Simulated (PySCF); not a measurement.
# Er(SH)3(H2O): other functionals and bases at one geometry

One table from this session's results is given with a row withheld; the runs are named, their logs left out.

Method: several levels, as the steps say, no spin–orbit coupling; program: PySCF 2.14.0.

1 further run of the same task is left out (for a known fault of the program).

### Starting geometry

10 atoms, charge 0, spin multiplicity 1.

Bond lengths: Er1–S2 2.582 Å, Er1–S4 2.579 Å, Er1–S6 2.571 Å, Er1–O8 2.352 Å, S2–H3 1.355 Å, S4–H5 1.356 Å, S6–H7 1.355 Å, O8–H9 0.967 Å, O8–H10 0.967 Å. Angles: S2–Er1–S4 118.8°, S2–Er1–S6 117.9°, S2–Er1–O8 91.8°, S4–Er1–S6 116.9°, S4–Er1–O8 92.9°, S6–Er1–O8 110.7°, Er1–S2–H3 94.1°, Er1–S4–H5 92.9°, Er1–S6–H7 92.4°, Er1–O8–H9 120.9°, Er1–O8–H10 119.9°, H9–O8–H10 107.7°.

Coordinates:

| atom | x (Å) | y (Å) | z (Å) |
| --- | --- | --- | --- |
| Er1 | 0.0075 | -0.2081 | 0.0647 |
| S2 | 0.9616 | 1.6818 | 1.5428 |
| H3 | 2.2471 | 1.4390 | 1.1912 |
| S4 | -2.1323 | -1.4252 | 0.8329 |
| H5 | -2.2838 | -0.6229 | 1.9150 |
| S6 | 1.6548 | -1.5507 | -1.3819 |
| H7 | 0.9007 | -2.6731 | -1.3011 |
| O8 | -1.1952 | 1.3280 | -1.2497 |
| H9 | -1.0110 | 2.2756 | -1.1987 |
| H10 | -2.1485 | 1.2192 | -1.3671 |

Formal oxidation states: Er +3. Each metal's 11 4f electrons lie in its core potential, so multiplicities, spins and levels count the valence alone. An earlier session relaxed this geometry at PBE0, Er lcecp-1-SVP with ECP57, S def2-SVP, H def2-SVP, O def2-SVP (singlet, point group C1).

At PBE0 on the finer grid: E = -1310.309513 Eh, HOMO -6.97 eV, LUMO -1.20 eV, Mulliken charge on Er1 +0.69 e, largest force component 0.018 eV/Å. 

Levels to run: PBE; BLYP; PBE0, TZVP. Hardware: 2 threads of Arm Neoverse V1, shared host.

Set-up of the first run:

Contents of run.py (the lines that set the calculation):

```python
mol = gto.M(atom='''
Er     0.00748    -0.20805     0.06473
S      0.96158     1.68180     1.54282
H      2.24710     1.43900     1.19119
S     -2.13230    -1.42521     0.83292
H     -2.28377    -0.62291     1.91498
S      1.65483    -1.55065    -1.38189
H      0.90067    -2.67313    -1.30113
O     -1.19523     1.32802    -1.24974
H     -1.01099     2.27562    -1.19871
H     -2.14847     1.21924    -1.36711''',
    basis={'Er': 'lcecp-1-SVP', 'S': 'def2-SVP', 'H': 'def2-SVP', 'O': 'def2-SVP'},
    ecp={'Er': 'lcecp-1-SVP'},
    charge=0, spin=0)
mf = dft.RKS(mol, xc='PBE')
mf.grids.atom_grid = (75, 302)  # f atoms: unpruned, at least (60, 302)
mf = mf.density_fit()  # fitting sets: Er AutoAux, S def2-universal-JKFIT, H def2-universal-JKFIT, O def2-universal-JKFIT
mf.conv_tol = 1e-08; mf.max_cycle = 55
mf.kernel(dm0)  # dm0: the density of the relaxed state
```

Launch:

```console
> OMP_NUM_THREADS=2 python run.py
```

Among the steps run: PBE; BLYP; PBE0, TZVP.

One table of the session follows, with a row left open; its other results are not shown here.

| level | HOMO (eV) | gap (eV) | charge on Er1 (e) | dipole (D) | largest force component (eV/Å) |
| --- | --- | --- | --- | --- | --- |
| PBE0 (relaxed here) | -6.97 | 5.78 | 0.69 | 5.20 | 0.02 |
| PBE | ? | ? | ? | ? | ? |
| BLYP | -5.51 | 3.62 | 0.44 | 5.11 | 0.62 |
| PBE0, TZVP | -7.08 | 5.69 | 1.21 | 5.18 | 0.23 |

**Question.** Estimate the row for PBE.

**Answer.** HOMO (eV): -5.75; gap (eV): 3.83; charge on Er1 (e): 0.50; dipole (D): 5.09; largest force component (eV/Å): 0.52. In the column «HOMO (eV)» it lies between PBE0 (relaxed here) (-6.97) and BLYP (-5.51).

In one basis the HOMO–LUMO gap runs from 3.62 eV (BLYP) to 5.78 eV (PBE0). The largest leftover force, 0.62 eV/Å with BLYP, stands at a geometry relaxed at another level. With 4f in the core, its levels are missing from HOMO and gap, and its count is fixed, so no charge can pass from the ligands into it. Total energies of different levels can't be compared.
